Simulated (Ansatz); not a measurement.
# GaPF₆: a ladder of functionals and wavefunction methods

An exercise on one series of results from a longer session: the logs are not shown, and one member is left open.

Program: Ansatz 0.2.0, Gaussian basis. Level of theory: functionals in def2-TZVPP, the program's frozen cores in correlated methods. These are calculated values, not measurements.

Levels to be run: LDA (SPW92), PBE-D4, revPBE-D4, BLYP-D4, r2SCAN-D4, B97M-V, PBE0-D4, B3LYP-D4, r2SCANh-D4, r2SCAN0-D4, HSE06-D4, BHLYP-D4, CAM-B3LYP-D4, LC-ωPBE, ωB97X-V, ωB97M-V, B2PLYP, PBE-QIDH; CCSD(T)/def2-SVP; MP2/def2-TZVPP; MP2/def2-QZVPP; RPA on PBE.

### Structure used throughout

All runs share one geometry, relaxed beforehand with PBE0-D4 in a triple-zeta def2 set.

SMILES `F[P+](F)(F)[Ga-]([F])([F])[F]`, 8 atoms, charge 0, spin multiplicity 1.

Atoms are counted from 1 here; the program's logs count them from 0.

Bond lengths: F1–P2 1.540 Å, P2–F3 1.540 Å, P2–F4 1.540 Å, P2–Ga5 2.560 Å, Ga5–F6 1.745 Å, Ga5–F7 1.745 Å, Ga5–F8 1.745 Å. Angles: F1–P2–F3 101.0°, F1–P2–F4 101.0°, F1–P2–Ga5 117.0°, F3–P2–F4 101.0°, F3–P2–Ga5 117.1°, F4–P2–Ga5 117.0°, P2–Ga5–F6 96.8°, P2–Ga5–F7 96.8°, P2–Ga5–F8 96.8°, F6–Ga5–F7 118.6°, F6–Ga5–F8 118.6°, F7–Ga5–F8 118.6°.

The first run:

in.yaml reads:

```yaml
crystal:
  periodic: [false, false, false]
  atoms:
    - {symbol: F, position_ang: [0.898643, -1.521010, 1.407162]}
    - {symbol: P, position_ang: [0.795449, -0.747430, 0.079409]}
    - {symbol: F, position_ang: [0.770730, -1.907137, -0.933764]}
    - {symbol: F, position_ang: [2.243638, -0.248680, -0.082010]}
    - {symbol: Ga, position_ang: [-1.064988, 1.000746, -0.106573]}
    - {symbol: F, position_ang: [-0.531986, 2.009213, 1.213941]}
    - {symbol: F, position_ang: [-0.711737, 1.505194, -1.739219]}
    - {symbol: F, position_ang: [-2.399739, -0.090897, 0.161053]}
basis:
  gaussian: {orbitals: def2-TZVPP}
hamiltonian: {xc: lda}
output: {orbitals: {seedname: orbitals}}
```

Run with:

```console
$ ansatz run in.yaml --threads 4 --pin off --events-out ev --progress --plain --max-ram 11315MiB
```

Among the steps run: LDA; PBE-D4 (GGA); revPBE-D4 (GGA); BLYP-D4 (GGA); r2SCAN-D4 (meta-GGA); B97M-V (meta-GGA); B3LYP-D4 (hybrid); r2SCANh-D4 (hybrid); r2SCAN0-D4 (hybrid); HSE06-D4 (hybrid); BHLYP-D4 (hybrid); CAM-B3LYP-D4 (range-separated); LC-ωPBE (range-separated); ωB97X-V (range-separated); ωB97M-V (range-separated); B2PLYP (double hybrid); PBE-QIDH (double hybrid).

One of the session's tables, all rows but one given; the rest of the session is left out.

It belongs to the step «Frontier levels by functional». 

```
  functional  HOMO (eV)  LUMO (eV)  gap (eV)
 LDA (SPW92)      -9.11      -2.79      6.32
      PBE-D4      -8.85      -2.45      6.40
   revPBE-D4      -8.75      -2.30      6.45
     BLYP-D4      -8.80      -2.31      6.49
   r2SCAN-D4      -9.27      -2.25      7.02
      B97M-V      -9.37      -2.26      7.11
     PBE0-D4     -10.60      -1.54      9.06
    B3LYP-D4     -10.38      -1.77      8.60
  r2SCANh-D4      -9.92      -1.92      8.00
  r2SCAN0-D4     -10.90      -1.43      9.47
    HSE06-D4     -10.19      -1.93      8.27
    BHLYP-D4     -12.29      -0.56     11.73
CAM-B3LYP-D4     -12.09      -0.43     11.66
     LC-ωPBE          ?          ?         ?
     ωB97X-V     -12.99       0.73     13.72
     ωB97M-V     -12.89       0.54     13.43
```

Q: Estimate the row for LC-ωPBE from the others.

The run gave: HOMO (eV): -13.29; LUMO (eV): 0.86; gap (eV): 14.16. In the column «HOMO (eV)» it is the lowest.
